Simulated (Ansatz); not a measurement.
# FeCuSO: the cost of one run

Computed with Ansatz 0.2.0 (reference: DFT PBE, plane waves, PAW, scalar-relativistic, no spin polarisation, unless a step's input says otherwise).

**1. The structure to begin with**

The structure is tetragonal, space group P4/nmm (No. 129). Conventional cell: a = 3.786 Å, b = 3.786 Å, c = 8.565 Å, α = 90.00°, β = 90.00°, γ = 90.00°. Cu (site symmetry -4m2) has 4 S at 2.32 Å as nearest neighbours. S (site symmetry 4mm) has 4 Cu at 2.32 Å as nearest neighbours. Around Fe (site symmetry -4m2) lie 4 O at 2.00 Å. Around O (site symmetry 4mm) lie 4 Fe at 2.00 Å.

As a file:

```cif
data_structure
_symmetry_space_group_name_H-M 'P 1'
_symmetry_Int_Tables_number 1
_cell_length_a 3.7864
_cell_length_b 3.7864
_cell_length_c 8.5647
_cell_angle_alpha 90.000
_cell_angle_beta 90.000
_cell_angle_gamma 90.000
_cell_volume 122.79
loop_
_atom_site_label
_atom_site_type_symbol
_atom_site_fract_x
_atom_site_fract_y
_atom_site_fract_z
_atom_site_occupancy
Cu1 Cu 0.75000 0.25000 0.50000 1
Cu2 Cu 0.25000 0.75000 0.50000 1
S1 S 0.25000 0.25000 0.34420 1
S2 S 0.75000 0.75000 0.65580 1
Fe1 Fe 0.25000 0.75000 0.00000 1
Fe2 Fe 0.75000 0.25000 0.00000 1
O1 O 0.25000 0.25000 0.92560 1
O2 O 0.75000 0.75000 0.07440 1
```

**2. Baseline**

input.yaml

```yaml
crystal:
  lattice:
    - [3.786388, 0.0, 0.0]
    - [0.0, 3.786388, 0.0]
    - [0.0, 0.0, 8.564672]
  atoms:
    - { symbol: Cu, position: [0.75, 0.25, 0.5] }
    - { symbol: Cu, position: [0.25, 0.75, 0.5] }
    - { symbol: S, position: [0.25, 0.25, 0.3442] }
    - { symbol: S, position: [0.75, 0.75, 0.6558] }
    - { symbol: Fe, position: [0.25, 0.75, 0.0] }
    - { symbol: Fe, position: [0.75, 0.25, 0.0] }
    - { symbol: O, position: [0.25, 0.25, 0.9256] }
    - { symbol: O, position: [0.75, 0.75, 0.0744] }
  symmetry: { tolerance: 0.0003 }
kpoints:
  mp_grid: { grid: [5, 5, 2], shift: [0, 0, 0] }
magnetization:
  spin_polarized: false
scf:
  occupations: { method: fermi_dirac }
hamiltonian:
  pseudopotentials: { kind: paw }
  xc: pbe
basis:
  ecutwfc: 420
output:
  forces: true
  stress: true
  eigenvalues: true
  write_density: true
  write_potential: true
  elf: true
  volumetric_format: npy
```

Launch:

```bash
$ ansatz run input.yaml --threads 1 --pin off --max-ram 2560MiB --backend cpu --events-out ev --progress --plain --runs-dir out
```

Q: Estimate wall time and peak memory on 1 thread of Arm Neoverse V2, shared host.

About 6.6 s, with a peak of 0.42 GiB.
